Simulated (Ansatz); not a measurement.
**BFH₄O₂: molecular dynamics**

The task is to watch the atoms for 60 steps of 0.5 fs, started with velocities for 1000 K and run at constant energy, and see to which side of the barrier the system falls.

Computed with Ansatz 0.2.0, Gaussian basis. Level: Hartree-Fock/def2-SVP.

## 1. The system as given

The start, a first-order saddle point found at PBE0-D4 in triple zeta: 8 atoms, charge 0, spin multiplicity 1.

Atoms are counted from 1 here; the program's logs count them from 0.

Bond lengths: B1–O3 1.357 Å, B1–O4 1.357 Å, B1–H6 1.385 Å, F2–H5 1.165 Å, O3–H7 0.957 Å, O4–H8 0.957 Å. Angles: O3–B1–O4 119.0°, O3–B1–H6 113.5°, O4–B1–H6 113.6°, B1–O3–H7 115.0°, B1–O4–H8 115.0°.

Geometry (Å):

```mol
BFH4O2
  3D, bonds by distance, orders not assigned

  8  6  0  0  0  0  0  0  0  0999 V2000
   -0.1995   -0.1415    0.1265 B   0  0
    0.3238    1.3063   -0.6445 F   0  0
   -1.1398   -0.7808   -0.6141 O   0  0
   -0.4297    0.0617    1.4483 O   0  0
    1.0409    0.3960   -0.5202 H   0  0
    1.0949   -0.5459   -0.1545 H   0  0
   -0.9394   -0.8548   -1.5473 H   0  0
    0.2488    0.5588    1.9057 H   0  0
  1  3  8  0
  1  4  8  0
  1  6  8  0
  2  5  8  0
  3  7  8  0
  4  8  8  0
M  END
```

## 2. Dynamics

The input, md/in.yaml:

```yaml
crystal:
  periodic: [false, false, false]
  atoms:
    - {symbol: B, position_ang: [-0.199506, -0.141473, 0.126468]}
    - {symbol: F, position_ang: [0.323810, 1.306312, -0.644467]}
    - {symbol: O, position_ang: [-1.139776, -0.780788, -0.614143]}
    - {symbol: O, position_ang: [-0.429663, 0.061687, 1.448327]}
    - {symbol: H, position_ang: [1.040925, 0.395990, -0.520175]}
    - {symbol: H, position_ang: [1.094902, -0.545866, -0.154467]}
    - {symbol: H, position_ang: [-0.939392, -0.854772, -1.547299]}
    - {symbol: H, position_ang: [0.248802, 0.558811, 1.905656]}
basis:
  gaussian: {orbitals: def2-SVP}
hamiltonian: {xc: hf}
md: {n_steps: 60, timestep: 0.5, temperature: 1000, ensemble: nve, seed: 74, initial_velocities: maxwell_boltzmann}
```

Run with:

```bash
ansatz run in.yaml --threads 2 --pin off --events-out ev --progress --plain --max-ram 4352MiB
```

What does the calculation give? Wanted: temperature at the start; mean temperature, second half; lowest and highest potential energy, from the first frame; largest change of potential + kinetic.

**Answer**, as computed:

```
                                                 quantity              value
                                                   length  60 steps, 30.0 fs
                                 temperature at the start             1000 K
                            mean temperature, second half             2339 K
lowest and highest potential energy, from the first frame  -1241 and 267 meV
                    largest change of potential + kinetic            2.6 meV
```

By the last frame it has moved towards the side where B1–H6, F2–H5 form. The system runs downhill by 1.24 eV, and that energy turns into motion. With no thermostat the total energy should stay fixed; it holds within 2.6 meV, small beside the kinetic energy, so the time step serves. The instant temperature ranges from 657 to 2597 K, as energy passes between motion and strain.
